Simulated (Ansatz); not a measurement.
**CH8BFSi2: a ladder of functionals and wavefunction methods**

The task here is to estimate one member of a computed series from the others.

Program: Ansatz 0.2.0, Gaussian basis. Level of theory: functionals in def2-TZVPP, the program's frozen cores in correlated methods. These are calculated values, not measurements.

Levels to be run: LDA (SPW92), PBE-D4, revPBE-D4, BLYP-D4, r2SCAN-D4, B97M-V, PBE0-D4, B3LYP-D4, r2SCANh-D4, r2SCAN0-D4, HSE06-D4, BHLYP-D4, CAM-B3LYP-D4, LC-ωPBE, ωB97X-V, ωB97M-V, B2PLYP, PBE-QIDH; CCSD(T)/def2-SVP; CCSD(T)/def2-TZVPP; MP2/def2-QZVPP; extrapolation to the limit; RPA on PBE.

**Structure used throughout**

The geometry comes from an earlier relaxation with PBE0-D4 in a triple-zeta def2 set; it is a stationary point, not always the lowest conformer.

SMILES `FB([SiH3])C[SiH3]`, 13 atoms, charge 0, spin multiplicity 1.

Atoms are counted from 1 here; the program's logs count them from 0.

Bond lengths: F1–B2 1.335 Å, B2–Si3 2.042 Å, B2–C4 1.545 Å, Si3–H6 1.490 Å, Si3–H7 1.489 Å, Si3–H8 1.490 Å, C4–Si5 1.890 Å, C4–H9 1.094 Å, C4–H10 1.095 Å, Si5–H11 1.485 Å, Si5–H12 1.485 Å, Si5–H13 1.487 Å. Angles: F1–B2–Si3 116.8°, F1–B2–C4 118.3°, Si3–B2–C4 124.8°, B2–Si3–H6 110.0°, B2–Si3–H7 111.5°, B2–Si3–H8 110.7°, H6–Si3–H7 108.2°, H6–Si3–H8 107.9°, H7–Si3–H8 108.4°, B2–C4–Si5 109.3°, B2–C4–H9 112.1°, B2–C4–H10 112.9°, Si5–C4–H9 105.0°, Si5–C4–H10 107.1°, H9–C4–H10 110.0°, C4–Si5–H11 110.4°, C4–Si5–H12 109.6°, C4–Si5–H13 110.1° and more.

Set-up of the first run:

File in.yaml:

```yaml
crystal:
  periodic: [false, false, false]
  atoms:
    - {symbol: F, position_ang: [-2.069621, 0.020502, 0.884492]}
    - {symbol: B, position_ang: [-0.783566, 0.290493, 0.651164]}
    - {symbol: Si, position_ang: [0.547010, -0.231855, 2.109778]}
    - {symbol: C, position_ang: [-0.400227, 0.913228, -0.709815]}
    - {symbol: Si, position_ang: [0.101656, -0.460841, -1.907149]}
    - {symbol: H, position_ang: [0.242924, 0.508684, 3.366718]}
    - {symbol: H, position_ang: [1.946233, 0.083882, 1.710234]}
    - {symbol: H, position_ang: [0.460541, -1.689339, 2.405542]}
    - {symbol: H, position_ang: [0.480247, 1.558792, -0.634418]}
    - {symbol: H, position_ang: [-1.226685, 1.460323, -1.175028]}
    - {symbol: H, position_ang: [-1.046152, -1.367996, -2.163057]}
    - {symbol: H, position_ang: [0.549303, 0.135217, -3.192069]}
    - {symbol: H, position_ang: [1.218739, -1.255789, -1.331692]}
basis:
  gaussian: {orbitals: def2-TZVPP}
hamiltonian: {xc: lda}
output: {orbitals: {seedname: orbitals}}
```

Among the steps run: LDA; PBE-D4 (GGA); revPBE-D4 (GGA); BLYP-D4 (GGA); r2SCAN-D4 (meta-GGA); B97M-V (meta-GGA); PBE0-D4 (hybrid); B3LYP-D4 (hybrid); r2SCANh-D4 (hybrid); r2SCAN0-D4 (hybrid); HSE06-D4 (hybrid); BHLYP-D4 (hybrid); CAM-B3LYP-D4 (range-separated); LC-ωPBE (range-separated); ωB97X-V (range-separated); ωB97M-V (range-separated); B2PLYP (double hybrid); PBE-QIDH (double hybrid).

One of the session's tables, all rows but one given; the rest of the session is left out.

It belongs to the step «Orbital energies across the functionals». 

| functional | HOMO (eV) | gap (eV) |
| --- | --- | --- |
| LDA (SPW92) | -6.81 | 4.27 |
| PBE-D4 | -6.70 | 4.39 |
| revPBE-D4 | -6.65 | 4.45 |
| BLYP-D4 | -6.60 | 4.47 |
| r2SCAN-D4 | -6.96 | 4.92 |
| B97M-V | -7.12 | 4.94 |
| PBE0-D4 | -7.99 | 6.61 |
| B3LYP-D4 | -7.79 | 6.23 |
| r2SCANh-D4 | -7.44 | 5.72 |
| r2SCAN0-D4 | ? | ? |
| HSE06-D4 | -7.59 | 5.82 |
| BHLYP-D4 | -9.21 | 8.88 |
| CAM-B3LYP-D4 | -9.36 | 9.12 |
| LC-ωPBE | -10.67 | 11.56 |
| ωB97X-V | -10.34 | 11.14 |
| ωB97M-V | -10.16 | 10.73 |

**Question.** Estimate the row for r2SCAN0-D4.

Worked estimate for «HOMO (eV)». Against the share of exact exchange, r2SCAN-D4 (0, -6.96), r2SCANh-D4 (0.1, -7.44) give a slope of -4.80 per unit share; at 0.25 the line stands at -8.16.

As computed: HOMO (eV): -8.16; gap (eV): 6.92. In «HOMO (eV)» the line misses by 0.00.
